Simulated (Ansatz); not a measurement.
# KPt2C6N6: the cost of one run

Program: Ansatz 0.2.0. Level of theory: DFT PBE, scalar-relativistic, plane waves, PAW. These are calculated values, not measurements.

## 1. The starting structure

Symmetry: F-43m, No. 216, cubic system. The conventional cell has a = 10.189 Å, b = 10.189 Å, c = 10.189 Å, α = 90.00°, β = 90.00°, γ = 90.00°. K (site symmetry -43m) is surrounded by 12 N at 3.64 Å and 12 C at 3.66 Å. Pt (site symmetry -43m) is surrounded by 6 C at 1.92 Å. Pt (site symmetry -43m) is surrounded by 6 N at 2.01 Å. C (site symmetry 2mm) is surrounded by 1 N at 1.17 Å and 1 Pt at 1.92 Å. Around N (site symmetry 2mm) lie 1 C at 1.17 Å and 1 Pt at 2.01 Å.

Structure file:

```cif
data_structure
_symmetry_space_group_name_H-M 'P 1'
_symmetry_Int_Tables_number 1
_cell_length_a 7.2047
_cell_length_b 7.2047
_cell_length_c 7.2047
_cell_angle_alpha 60.000
_cell_angle_beta 60.000
_cell_angle_gamma 60.000
_cell_volume 264.44
loop_
_atom_site_label
_atom_site_type_symbol
_atom_site_fract_x
_atom_site_fract_y
_atom_site_fract_z
_atom_site_occupancy
K1 K 0.75000 0.75000 0.75000 1
Pt1 Pt 0.00000 0.00000 0.00000 1
Pt2 Pt 0.50000 0.50000 0.50000 1
C1 C 0.81186 0.18814 0.18814 1
C2 C 0.18814 0.18814 0.81186 1
C3 C 0.81186 0.18814 0.81186 1
C4 C 0.18814 0.81186 0.81186 1
C5 C 0.81186 0.81186 0.18814 1
C6 C 0.18814 0.81186 0.18814 1
N1 N 0.69703 0.30297 0.30297 1
N2 N 0.30297 0.30297 0.69703 1
N3 N 0.69703 0.30297 0.69703 1
N4 N 0.30297 0.69703 0.69703 1
N5 N 0.69703 0.69703 0.30297 1
N6 N 0.30297 0.69703 0.30297 1
```

A structure generator made this guess: cyanide-bridged rock-salt net of two metals, 1 guest cations a cell (F-43m, No. 216). Lengths come from tabulated atomic sizes and are only a guess.

## 2. The guess as it stands, on a coarse mesh

File input.yaml:

```yaml
crystal:
  lattice:
    - [0.0, 5.0945, 5.0945]
    - [5.0945, 0.0, 5.0945]
    - [5.0945, 5.0945, 0.0]
  atoms:
    - { symbol: K, position: [0.75, 0.75, 0.75] }
    - { symbol: Pt, position: [0.0, 0.0, 0.0] }
    - { symbol: Pt, position: [0.5, 0.5, 0.5] }
    - { symbol: C, position: [0.81185592, 0.18814408, 0.18814408] }
    - { symbol: C, position: [0.18814408, 0.18814408, 0.81185592] }
    - { symbol: C, position: [0.81185592, 0.18814408, 0.81185592] }
    - { symbol: C, position: [0.18814408, 0.81185592, 0.81185592] }
    - { symbol: C, position: [0.81185592, 0.81185592, 0.18814408] }
    - { symbol: C, position: [0.18814408, 0.81185592, 0.18814408] }
    - { symbol: "N", position: [0.6970262, 0.3029738, 0.3029738] }
    - { symbol: "N", position: [0.3029738, 0.3029738, 0.6970262] }
    - { symbol: "N", position: [0.6970262, 0.3029738, 0.6970262] }
    - { symbol: "N", position: [0.3029738, 0.6970262, 0.6970262] }
    - { symbol: "N", position: [0.6970262, 0.6970262, 0.3029738] }
    - { symbol: "N", position: [0.3029738, 0.6970262, 0.3029738] }
basis:
  ecutwfc: 420
kpoints:
  mp_grid: { grid: [4, 4, 4] }
hamiltonian:
  xc: pbe
scf:
  occupations: { method: gaussian, width: 0.1 }
  lower_state_search: "off"
output:
  forces: true
  stress: true
  eigenvalues: true
```

Run with:

```
> ansatz run input.yaml --threads 1 --pin off --max-ram 2560MiB --backend cpu --events-out ev --progress --plain --runs-dir out
```

Q: Estimate wall time and peak memory on 1 thread of AMD EPYC 9R14 (Zen 4), shared host.

About 6.9 s, with a peak of 0.57 GiB.
